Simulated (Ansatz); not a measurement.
What does this script print? It uses Ansatz 0.2.0, Python API.

Script `cleave_nbru.py`:
```python
"""Pulling the layers of NbRu apart."""

import ansatz as az
import numpy as np

vectors0 = np.array([
    [3.184, 0.0, 0.0],
    [0.0, 3.184, 0.0],
    [0.0, 0.0, 3.184],
])
sites = [
    ("Nb", (0.0, 0.0, 0.0)),
    ("Ru", (0.5, 0.5, 0.5)),
]


def build(cell):
    crystal = az.Crystal(lattice=az.Lattice.of(cell))
    for symbol, position in sites:
        crystal = crystal.atom(symbol, position)
    return crystal


def main() -> None:
    block = build(vectors0).supercell(1, 1, 2).resolved()
    cell0 = np.array(block.lattice.vectors)
    xyz = np.array([site.position for site in block.sites]) @ cell0
    normal = np.cross(cell0[0], cell0[1])
    area = np.linalg.norm(normal)
    normal *= np.sign(normal @ cell0[2]) / area
    # the atoms stay where they are; only the third vector changes
    energies = []
    for amount in [0, 0.5, 1.0, 2.0, 4.0]:
        cell = cell0.copy()
        cell[2] += amount * normal
        moved = az.Crystal(lattice=az.Lattice.of(cell))
        for site, fraction in zip(block.sites, xyz @ np.linalg.inv(cell)):
            moved = moved.atom(site.symbol, fraction)
        calculation = (
            moved.calculation()
            .functional("mr2scan")
            .pseudopotentials("paw")
            .basis(14 * az.Ha)
            .accuracy("medium")
            .occupations(az.OccupationsMethod.FERMI_DIRAC, width=0.1)
            .scf(tolerance=1e-08)
            .kpoints(5, 5, 3)
        )
        energies.append(calculation.run(threads=1).report["free_energy_ev"])
        print(f"gap {amount:4.2f} A: {(energies[-1] - energies[0]) / area * 16.02177:8.4f} J/m^2")


if __name__ == "__main__":
    main()
```

`python cleave_nbru.py` gives:
```text
DeckWarning: basis.ecutwfc = 380.959407443832 eV is below the records' recommended 500 eV, and the density's cutoff is lower with it unless basis.ecutrho_ratio is high enough to keep the records' density cutoff: compare with a run at a higher cutoff
gap 0.00 A:   0.0000 J/m^2
gap 0.50 A:   0.8177 J/m^2
gap 1.00 A:   2.3649 J/m^2
gap 2.00 A:   4.7507 J/m^2
gap 4.00 A:   6.1468 J/m^2
```
(Warnings from the package without file and line.)

Notes:
- The settings weren't tested for convergence.
- The cutoff lies under the one recommended for these potentials.
- The mesh is modest for a metal, so energies can be off by several to tens of meV an atom and pressures by half a GPa or more; differences at equal mesh fare better.
- This is a high-temperature or high-pressure form, not the ambient phase.
- The structure is a deposited one; some such entries were measured under pressure or heat, so a shift against it needn't be the functional's error alone.
- Gaps and levels are Kohn-Sham values on a finite set of k-points, without spin-orbit coupling.
- The atoms are held rigidly, so these energies lie above those of relaxed faces or faults.
- Hardware and time: 11 s on 1 thread of AMD EPYC 9R45 96-Core Processor (Zen 5), on a shared host, peak memory 0.53 GiB.
